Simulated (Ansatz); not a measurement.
Runs of Ansatz 0.2.0 on MgC2. Symmetry: P4_2/mnm, No. 136, tetragonal system. The conventional cell has a = 3.951 Å, b = 3.951 Å, c = 4.987 Å, α = 90.00°, β = 90.00°, γ = 90.00°. Around Mg (site symmetry mmm) lie 2 C at 2.17 Å. C (site symmetry m2m) is surrounded by 1 C at 1.26 Å. The cell comes from a database or a generator and needn't be the stable form of this composition.

```tsv
task	level	cell	cutoff (eV)	target pressure (GPa)	gap on the mesh (eV)	pressure (GPa)	largest force (eV/Å)
single point	PBE	strained by +1 %	420	-	2.70	(b)	0.09
relaxation of cell and atoms	LDA	relaxed to 20 GPa	420	20	1.58	20.0	-
single point	PBE	strained by -1 %	420	-	2.60	(a)	0.14
single point	PBE	as given	420	-	2.65	-0.3	0.12
single point	PBE	strained by -4 %	420	-	2.45	2.3	0.21
single point	PBE	strained by +4 %	420	-	2.84	-2.2	0.04
relaxation of cell and atoms	LDA	relaxed to 30 GPa	420	30	1.28	30.0	-
relaxation of cell and atoms	r2SCAN	relaxed	500	-	2.98	0.0	0.01
```

Alike in all rows: potentials or basis Ansatz PAW; no spin polarisation; k mesh 5 × 5 × 5; smearing fermi-dirac 0.05 eV.

Question: Fill in the values left out.

Answer: (a) 0.2; (b) -0.9.

Caveats: odd divisions of the mesh miss points on the zone boundary, where band edges often lie, so the gap on the mesh can be too wide; the plane-wave basis is chosen anew once the cell has moved, so the energies of steps on either side of that aren't comparable (some runs); the PAW data sets come from PBE, with cores solved anew for the run's functional, which leaves a small shift of forces and pressure (some runs).

A k mesh can miss the band edges.
